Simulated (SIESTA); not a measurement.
Runs of SIESTA 5.4.2 on Pt. The cell holds a slab with vacuum, 5 atoms: a = 2.769 Å, b = 2.769 Å, c = 24.043 Å, α = 90.00°, β = 90.00°, γ = 120.00°. The slab is cut from a database's or a generator's crystal, which needn't be the stable form of the element.

| level | gap on the mesh (eV) | largest force (eV/Å) |
| --- | --- | --- |
| vdW-DF-cx | none | 0.42 |
| optB88-vdW | none | (b) |
| vdW-DF-C09 | none | 0.37 |
| PBE | none | 0.73 |
| VV10 | none | 1.11 |
| vdW-DF | none | 1.24 |
| vdW-DF2 | none | (a) |

Alike in all rows: task band structure; potentials or basis PseudoDojo 0.4 standard (PBE files), DZP (energy shift 0.003 Ry; two zetas on semicore shells); no spin polarisation; cell as given; k mesh 11 × 11 × 1; smearing fermi-dirac 0.05 eV; grid cutoff 800 Ry; energy shift 0.003 Ry.

**Question.** Estimate the missing entries.

**Answer.** (a) 1.83; (b) 0.85.

Caveats: spin-orbit coupling is left out, which moves the levels of the heavy elements; the basis of atomic orbitals isn't converged, which shifts pressures, moduli and gaps; the potentials were made for another functional, which shifts forces and pressure (some runs); the non-local part is tabulated coarsely and may be off by about a percent (some runs).

A k mesh can miss the band edges, and the runs leave out spin-orbit coupling on Pt.

A gap of «none» marks a metal or a gap under the smearing width.
